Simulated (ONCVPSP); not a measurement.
# An ONCV potential for Cu, from input to tests

Task: generate the file, and judge it by its errors in other configurations, its logarithmic derivatives, its ghosts and its cutoff.

Program: ONCVPSP 4.0.1.1 (patched build). Reference atom: PBE, scalar-relativistic, spherical and spin-unpolarised. All values are calculated.

### 1 Settings

Typed settings, in words:

| Item | Value |
| --- | --- |
| element | copper (Cu, Z = 29) |
| type | optimised norm-conserving Vanderbilt (ONCV) |
| frozen core | [Ne] 3s2 |
| valence charge | 17 |
| reference configuration | 3p6 3d10 4s0.75 4p0.25 |
| partial waves | 4s: rc 2.05 bohr, ncon 4, nbas 7, qcut 3.2 1/bohr, 2 projectors, debl 1.5 Ha; 3p+4p: rc 1.35 bohr, ncon 4, nbas 8, qcut 8.3 1/bohr, 2 projectors; 3d: rc 0.85 bohr, ncon 3, nbas 7, qcut 16.3 1/bohr, 3 projectors, debl 3.3 Ha |
| local potential | polynomial inside 0.80 bohr (lpopt 5, dvloc0 3 Ha) |
| core correction | Teter function, fcfact 3.25, rcfact 1.8 |

An earlier all-electron run gives the scale for the radii.

All-electron outer shells of the reference configuration (PBE, scalar-relativistic, ld1.x):

```tsv
shell	level (eV)	outermost node (bohr)	outermost maximum (bohr)
2p	-917.54	–	0.16
3s	-115.30	0.29	0.61
3p	-72.75	0.26	0.62
3d	-5.64	–	0.60
4s	-5.04	0.89	2.24
4p	-1.02	0.97	3.56
```

### 2 The generation run

Contents of Cu.dat:

```
# ATOM AND REFERENCE CONFIGURATION
# atsym  z   nc   nv     iexc    psfile
  Cu 29.00    4    4        4      upf
#
#   n    l    f
    1    0    2.00
    2    0    2.00
    2    1    6.00
    3    0    2.00
    3    1    6.00
    3    2   10.00
    4    0    0.75
    4    1    0.25
#
# PSEUDOPOTENTIAL AND OPTIMIZATION
# lmax
    2
#
#   l,   rc,      ep,       ncon, nbas, qcut
    0    2.05    0.00    4    7    3.20
    1    1.35    0.00    4    8    8.30
    2    0.85    0.00    3    7   16.30
#
# LOCAL POTENTIAL
# lloc, lpopt,  rc(5),   dvloc0
    4    5    0.80    3.00
#
# VANDERBILT-KLEINMAN-BYLANDER PROJECTORs
# l, nproj, debl
    0    2    1.50
    1    2    1.40
    2    3    3.30
#
# MODEL CORE CHARGE
# icmod, fcfact, rcfact
    3    3.25    1.80
#
# LOG DERIVATIVE ANALYSIS
# epsh1, epsh2, depsh
   -4.00    5.00    0.02
#
# OUTPUT GRID
# rlmax, drl
    6.00    0.01
#
# TEST CONFIGURATIONS
# ncnf
    4
# nvcnf
#   n    l    f
    4
    3    1    6.00
    3    2   10.00
    4    0    1.00
    4    1    0.00
#
    4
    3    1    6.00
    3    2   10.00
    4    0    0.00
    4    1    0.00
#
    4
    3    1    6.00
    3    2    9.00
    4    0    0.00
    4    1    0.00
#
    4
    3    1    6.00
    3    2    9.00
    4    0    2.00
    4    1    0.00
#
```

Launch:

```sh
$ oncvpsp.x < Cu.dat > Cu.out
```

What does the calculation give? Wanted: cutoffs for 1 and 0.1 mHa per electron, occupied waves; bound ghosts; GHOST(+) flags; largest test error; largest phase difference near zero energy, channels read; rms error of d²Exc/dn², without and with the model core.

The runs gave:

```
                                                quantity                                            value
  cutoffs for 1 and 0.1 mHa per electron, occupied waves                                109 Ha and 123 Ha
                                            bound ghosts                                  s at -108.73 eV
                                          GHOST(+) flags                               none at low energy
                            largest test error (AE − PS)  -56 meV, for 3p6 3d9 4s2 4p0 (2 tests unsolved)
largest phase difference near zero energy, channels read                                        0.000 rad
 rms error of d²Exc/dn², without and with the model core                                2.29 and 0.56 mHa
```

What this shows: It has a bound ghost (s), a state that the atom doesn't have, and that rules the file out. Close by lies the frozen 3s level (-115.3 eV). The worst unpolarised test, 3p6 3d9 4s2 4p0, is off by 56 meV on 1.0 eV; by total energies transferability rates as fair where solved. Of the tests 2 gave no usable energy difference, which is a warning in itself. By its cutoff, 109 Ha for the looser tolerance, it is very hard. At the looser tolerance the 3d wave is the slowest; 3p needs 32 Ha. Near zero energy the phases of the channels with partial waves agree within 0.001 rad.
